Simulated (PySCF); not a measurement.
# A diatomic session: MgHg+

An exercise on one series of results from a longer session: the logs are not shown, and one member is left open.

Program: PySCF 2.14.0. Level of theory: Mg def2-SVPD, Hg def2-SVPD with ECP60, scalar-relativistic core potentials. These are calculated values, not measurements.

1 further run of the same task is left out (it didn't finish).

Set-up of the first run:

The job is set up so:

```json
{
 "atoms": "Mg, Hg",
 "charge": "1",
 "basis": "Mg def2-SVPD, Hg def2-SVPD with ECP60",
 "Hamiltonian": "scalar-relativistic core potentials",
 "basis functions": "56",
 "electrons treated": "31",
 "masses in u": "23.9850, 201.9706",
 "levels": "PBE0, PBE, r²SCAN, revPBE, BLYP, CAM-B3LYP, HF, MP2, SCS-MP2",
 "grid": "80 radial by 434 angular points",
 "occupations": "held fixed by the projection of orbital angular momentum",
 "dissociation limit": "Mg+ + Hg, each in its ground configuration",
 "starting distance in angstrom": "2.830",
 "values of 2S to try": "1, 3"
}
```

Run with:

```console
$ OMP_NUM_THREADS=1 python dia.py task.json out
```

Among the steps run: The job; The PBE0 curve of the state that the search chose; Excited determinants; PBE (GGA); r²SCAN (meta-GGA); revPBE (GGA); BLYP; CAM-B3LYP (range-separated hybrid); UHF.

One table of the session follows, with a row left open; its other results are not shown here.

```
      level  Re (Å)  ωe (cm⁻¹)  De (eV)
        UHF   2.996      146.8     0.54
    UHF-MP2   2.874      159.5     0.50
UHF-SCS-MP2       ?          ?        ?
        PBE   2.878      163.7     0.78
     revPBE   2.915      155.7     0.72
       BLYP   2.907      154.4     0.69
     r²SCAN   2.857      168.1     0.77
       PBE0   2.878      165.5     0.75
  CAM-B3LYP   2.870      165.3     0.71
```

Q: Estimate the row for UHF-SCS-MP2 from the others.

The run gave: Re (Å): 2.897; ωe (cm⁻¹): 154.7; De (eV): 0.491. In the column «Re (Å)» it lies between PBE0 (2.878) and BLYP (2.907).

De is counted to Mg+ + Hg in their ground configurations.
